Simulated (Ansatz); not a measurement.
# UHF/aug-cc-pVDZ run of SiCl3 (SMILES Cl[Si](Cl)Cl)

What is the electronic atomisation energy of SiCl3 at UHF/aug-cc-pVDZ? 

The results are computed with Ansatz 0.2.0.

25 further runs of the same task are left out: 2 that didn't finish, 23 set aside as unsound or not needed.

### 1 The structure to begin with

SiCl3: 4 atoms, total charge 0, spin state doublet. SMILES: `Cl[Si](Cl)Cl`. The shape is that of a PBE0-D4/def2-TZVP optimisation.

Bond lengths: Cl1–Si2 2.043 Å, Si2–Cl3 2.043 Å, Si2–Cl4 2.043 Å. Angles: Cl1–Si2–Cl3 109.4°, Cl1–Si2–Cl4 109.4°, Cl3–Si2–Cl4 109.5°.

### 2 A single-point energy at UHF/aug-cc-pVDZ

Contents of input.yaml:

```yaml
crystal:
  periodic: [false, false, false]
  atoms:
    - {symbol: Cl, position_ang: [-1.524800, -0.591600, 1.030100]}
    - {symbol: Si, position_ang: [0.116100, 0.389400, 0.310600]}
    - {symbol: Cl, position_ang: [1.694700, -0.903800, 0.219000]}
    - {symbol: Cl, position_ang: [-0.286000, 1.105900, -1.559700]}
basis:
  gaussian:
    orbitals: aug-cc-pVDZ
magnetization:
  spin_polarized: true
  initial_magnetization: 1
hamiltonian:
  xc: hf
accuracy: high
output: {orbitals: {seedname: orbitals}}
```

Run with:

```sh
ansatz run input.yaml --threads 1 --pin off --max-ram 3480MiB --events-out events.jsonl --progress --plain --runs-dir runs
```

Standard output:

```text
Warning: RAYON_NUM_THREADS=1 ignored (pool sized by the plan → 1); use --threads N
Functional definition: HF
  name "HF"
  exchange = exact_x
  correlation = 0
2178 factors; integrals over basis functions are off by at most 3.2e-9 eV
mean field evaluation 1: about -45375.2726 eV, gradient 1.3e1 eV
mean field evaluation 2: about -45375.2805 eV, gradient 1.3e1 eV
mean field evaluation 4: about -45376.7389 eV, gradient 2.0e0 eV
mean field evaluation 8: about -45376.8201 eV, gradient 2.1e-3 eV
mean field -45376.82014351 eV, -1667.5673827607 hartree, gradient 1.9e-8 eV, S^2 0.754889; 0 other end points of the search recorded, 0 dependent functions left out
reference -45376.82014351 eV, -1667.5673827607 hartree; 33, 32 occupied and 75, 76 virtual orbitals, 2178 factors
Total energy: -45376.82014351 eV, -1667.5673827607 hartree
```

Run time: 7.2 s. Hardware: 1 thread of Arm Neoverse V2, shared host; peak memory 0.49 GiB.

### 3 The Cl atom at the same level

Contents of input.yaml:

```yaml
crystal:
  periodic: [false, false, false]
  atoms:
    - symbol: Cl
      position_ang: [0.000000, 0.000000, 0.000000]
basis:
  gaussian:
    orbitals: aug-cc-pVDZ
magnetization:
  spin_polarized: true
  initial_magnetization: 1
hamiltonian:
  xc: hf
accuracy: high
```

Run the same way, it converges to -459.47278 Eh (log not shown).

### 4 The Si atom

Contents of job.yaml:

```yaml
crystal:
  periodic: [false, false, false]
  atoms:
    - {symbol: Si, position_ang: [0.000000, 0.000000, 0.000000]}
basis:
  gaussian:
    orbitals: aug-cc-pVDZ
magnetization:
  spin_polarized: true
  initial_magnetization: 2
hamiltonian:
  xc: hf
accuracy: high
```

Run the same way, it converges to -288.85094 Eh (log not shown).

### 5 Summary of results

At UHF/aug-cc-pVDZ:

| quantity | value |
| --- | --- |
| molecule: total energy | -1667.56738 Eh |
| molecule: HOMO energy (highest over α and β) | -10.21 eV |
| molecule: LUMO energy (lowest over α and β) | 0.04 eV |
| molecule: ⟨S²⟩ | 0.755 |
| Cl atom: total energy | -459.47278 Eh |
| Cl atom: ⟨S²⟩ | 0.757 |
| Si atom: total energy | -288.85094 Eh |
| Si atom: ⟨S²⟩ | 2.014 |
| electronic atomisation energy | 8.112 eV |

Taking the molecule apart into free atoms costs 8.11 eV (187 kcal/mol), before zero-point energy and without spin-orbit coupling. Hartree–Fock lacks the correlation of the bonding pairs, which as a rule makes this value much too low; in minimal bases other errors can mask that.
